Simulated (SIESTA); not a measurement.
The system is HfIn4SiO6.

```
Hf In Si O
1.0
     5.27743    0.00000    0.00000
    -2.63872    4.57039    0.00000
     0.00000    0.00000   10.55905
Hf In Si O
1 4 1 6
Cartesian
  2.6387 1.5234 0.0000
  0.0000 0.0000 3.2148
  0.0000 0.0000 7.3442
  0.0000 3.0469 8.3331
  0.0000 3.0469 2.2260
  0.0000 0.0000 0.0000
  3.2747 3.2219 9.5002
  1.4858 0.1234 1.0589
  0.8498 1.2250 9.5002
  2.0027 3.2219 1.0589
  3.7916 0.1234 9.5002
  4.4277 1.2250 1.0589
```

The cell was built by a generator and needn't be a form met in nature.

Base run:

| Quantity | Value |
| --- | --- |
| Program | SIESTA 5.4.2 |
| Functional | PBE |
| Potentials or basis | PseudoDojo 0.4 standard (PBE files) |
| Basis | DZP (energy shift 0.003 Ry; two zetas on semicore shells) |
| Grid cutoff | 800 Ry |
| Energy shift | 0.003 Ry |
| k mesh | 6 × 6 × 3 |
| Occupations | fermi-dirac, width 0.05 eV |
| Spin | no spin polarisation |

Its results: band gap on the k mesh none (metal or under the smearing width); pressure 1.2 GPa; largest force 0.176 eV/Å.

Task: The run is repeated on the same cell with these changes: hubbard terms from none to Hf d U = 6 eV. What comes out?

Result: Band gap on the k mesh none (metal or under the smearing width); pressure 3.0 GPa; largest force 0.722 eV/Å.

Caveats: short orbitals over semicore shells can move pressures by several GPa; the basis of atomic orbitals isn't converged, which shifts pressures, moduli and gaps; U without spin polarisation on a metal has little footing (some runs).

Not every run made on this cell is shown here.
